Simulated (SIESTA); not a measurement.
# InSn2Te3 under changes of volume

One of the cells (32.214 Å³/atom); the others are scaled copies at fixed shape and fractional positions:

```
Te Sn In
1.0
     4.48924    0.00000    0.00000
    -2.24462    3.88780    0.00000
     0.00000    0.00000   11.07434
Te Sn In
3 2 1
Direct
  0.00000 0.00000 0.50000
  0.66667 0.33333 0.83424
  0.33333 0.66667 0.16576
  0.66667 0.33333 0.33133
  0.33333 0.66667 0.66867
  0.00000 0.00000 0.00000
```

The cell comes from a database or a generator and needn't be the stable form of this composition.

```yaml
Program: SIESTA 5.4.2
Functional: PBEsol
Potentials_or_basis: PseudoDojo 0.4 standard (PBEsol files)
Basis: DZP (energy shift 0.003 Ry; two zetas on semicore shells)
Grid_cutoff: 500 Ry
Energy_shift: 0.003 Ry
k_mesh: 7 × 7 × 3
Occupations: fermi-dirac, width 0.05 eV
Spin: no spin polarisation
```

```csv
volume (Å³/atom),energy over the lowest point (meV/atom),pressure (GPa),largest force (eV/Å)
29.687,8.03,2.2,0.067
30.319,1.89,1.0,0.040
30.951,0.00,0.0,0.028
32.214,?,?,?
32.846,15.69,-2.5,0.047
33.477,26.82,-3.1,0.067
```

Task: What does the run at 32.214 Å³/atom give?

Result: Energy over the lowest point 7.37 meV/atom; pressure -1.7 GPa; largest force 0.027 eV/Å.

Worked out: A Birch-Murnaghan fit of order 3 (a polynomial in V^(-2/3)) to the other rows has its minimum at 30.94 Å³/atom with B0 = V·E''(V) = 47 GPa and B' = 4.4 at fixed shape and positions, which overstates the stiffness. It gives 7.28 meV/atom at 32.214 Å³/atom, against the run's 7.37, and -dE/dV = -1.8 GPa, against -1.7.

Energies are extrapolated to zero smearing.

Caveats: the basis of atomic orbitals isn't converged, which shifts pressures, moduli and gaps.
